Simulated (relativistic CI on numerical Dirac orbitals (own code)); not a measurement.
# Pr⁵⁺: how the levels respond to the fine-structure constant and the nuclear radius

Aim: the factor q = dE/dx of each excitation energy, x = (α/α0)² − 1, by finite differences, and the field-shift factor by the mean square nuclear radius, for the lowest 30 levels.

Program: relativistic CI on numerical Dirac orbitals (own code) version 4. Level of theory: Dirac-Coulomb-Breit CI, KLI orbitals optimised for each configuration, valence Slater integrals scaled by 0.85, P86 correlation energy added to each configuration, derivatives by finite differences. These are calculated values, not measurements, unless marked.

### 1 The atom as given

```
ion                 : Pr⁵⁺ (Pr VI)
nuclear charge      : 59
electrons           : 54
isotope             : A = 141
first configuration : [Kr] 4d10 5s2 5p6
```

Outer shells as boxes (Hund's rule):

[Kr] 4d10 5s2 5p6
```
[Kr] core
4d [↑↓][↑↓][↑↓][↑↓][↑↓]
5s [↑↓]
5p [↑↓][↑↓][↑↓]
```

### 2 Levels and derivatives

Settings, as recorded:

```ini
atom Pr  Z=59  charge=5  electrons=54
nucleus A=141  rms_radius_fm=4.8919
hamiltonian dirac-coulomb  breit=on  qed=off  c_scale=1
orbitals kli  potential=per-configuration
slater_scale 0.85
correlation p86
mixing on
configurations
  [Kr] 4d10 5s2 5p6
  [Kr] 4d10 4f 5s2 5p5
  [Kr] 4d10 5s2 5p5 5d
  [Kr] 4d10 5s 5p6 5d
  [Kr] 4d10 5s2 5p5 5f
end
derivatives alpha2 +-0.01 radius +-1%
```

Command:

```console
$ python run_levels.py task.json out
```

task.json lists these runs, among others, and the program works through them in turn.

**Question.** What will these runs give? Wanted: lowest level; largest q in size, lowest 30 levels; largest field-shift factor among them.

As calculated:

```
                             quantity                                          value
                         lowest level                                        5p6 1S0
  largest q in size, lowest 30 levels  65410 cm⁻¹ (5p5 4f [5p1/2 5p3/2^4 4f7/2] J=4)
largest field-shift factor among them        -26 GHz/fm² (5s 5p6 5d 3D3 + 5p5 5f 3D)
```

What this shows: Among these levels the largest q belongs to 5p5 4f [5p1/2 5p3/2^4 4f7/2] J=4, a change of configuration. K = 2q/E, the relative sensitivity of a level, hangs on the computed energy: between configurations that lie close it can be off by a factor of several. Low levels that differ in the count of f electrons can be misplaced by several ten thousand cm⁻¹.
